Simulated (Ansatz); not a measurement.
# Mo: an axial (c/a) deformation path

One table from this session's results is given with a row withheld; the runs are named, their logs left out.

Method: DFT PBEsol, scalar-relativistic, plane waves, PAW, in Ansatz 0.2.0.

**The system as given**

It takes space group P6/mmm (No. 191, hexagonal). Conventional cell: a = 2.736 Å, b = 2.736 Å, c = 2.555 Å, α = 90.00°, β = 90.00°, γ = 120.00°. Mo (site symmetry 6/mmm) is surrounded by 8 Mo at 2.56 to 2.74 Å.

As a file:

```xyz
1
Lattice="2.7355 0.0000 0.0000 -1.3678 2.3690 0.0000 0.0000 0.0000 2.5552" Properties=species:S:1:pos:R:3 pbc="T T T"
Mo    0.0000    0.0000    1.2776
```

It goes back to an entry of the Materials Project, which need not be the stable form.

No relaxation comes first: the listed cell is the starting point.

**Zero of energy**

The reference gives a free energy of -4896.5544 eV, pressure -4.12 GPa, largest force 0.000 eV/Å and gap on the mesh none (metal). It was computed beforehand with the settings of the runs below.

The first run:

At fixed volume and fractional coordinates, lengths along (0.000, 0.000, 1.000) are scaled against those across it; ρ is that ratio over its starting value.

The input, input.yaml:

```yaml
crystal:
  lattice:
    - [2.8877885796, 0.0, 0.0]
    - [-1.4438942898, 2.5008982707, 0.0]
    - [0.0, 0.0, 2.2928073694]
  atoms:
    - { symbol: Mo, position: [0.0, 0.0, 0.5] }
basis:
  ecutwfc: 420
kpoints:
  mp_grid: { grid: [24, 24, 20] }
hamiltonian:
  xc: pbesol
scf:
  occupations: { method: gaussian, width: 0.15 }
output:
  forces: true
  stress: true
  eigenvalues: true
  write_density: true
  write_potential: true
  elf: true
  volumetric_format: npy
```

The run is started by

```console
> ansatz run input.yaml --threads 1 --pin off --max-ram 2560MiB --backend cpu --events-out ev --progress --plain --runs-dir out
```

Steps of the session up to this table: ρ = 0.850; ρ = 1.200; Point ρ = 0.920; ρ = 1.100; At ρ = 0.960; ρ = 1.050; At ρ = 0.800; ρ = 1.300.

One of the session's tables, all rows but one given; the rest of the session is left out.

It belongs to the step «The scan collected». Collected from the runs (energy zero: the undisturbed cell):

| ρ | ΔE (meV/atom) | pressure (GPa) |
| --- | --- | --- |
| 0.800 | 445.0 | 12.9 |
| 0.850 | 167.4 | 3.4 |
| 0.920 | 14.9 | -3.1 |
| 0.960 | -9.4 | -4.2 |
| 1.000 | 0.0 | -4.1 |
| 1.050 | 53.1 | -2.5 |
| 1.100 | ? | ? |
| 1.200 | 331.9 | 6.5 |
| 1.300 | 601.6 | 16.4 |

Q: Estimate the row for ρ = 1.100 from the others.

Worked estimate for «ΔE (meV/atom)». A straight line through the neighbours (1.050, 53.1) and (1.200, 331.9) gives 53.1 + (331.9 − 53.1) × (1.100 − 1.050) / (1.200 − 1.050) = 146.0; a parabola fitted to 4 rows on both sides gives 129.4.

The run gave: ΔE (meV/atom): 138.4; pressure (GPa): -0.1. In «ΔE (meV/atom)» the line misses by +7.6 and the parabola by -9.0.
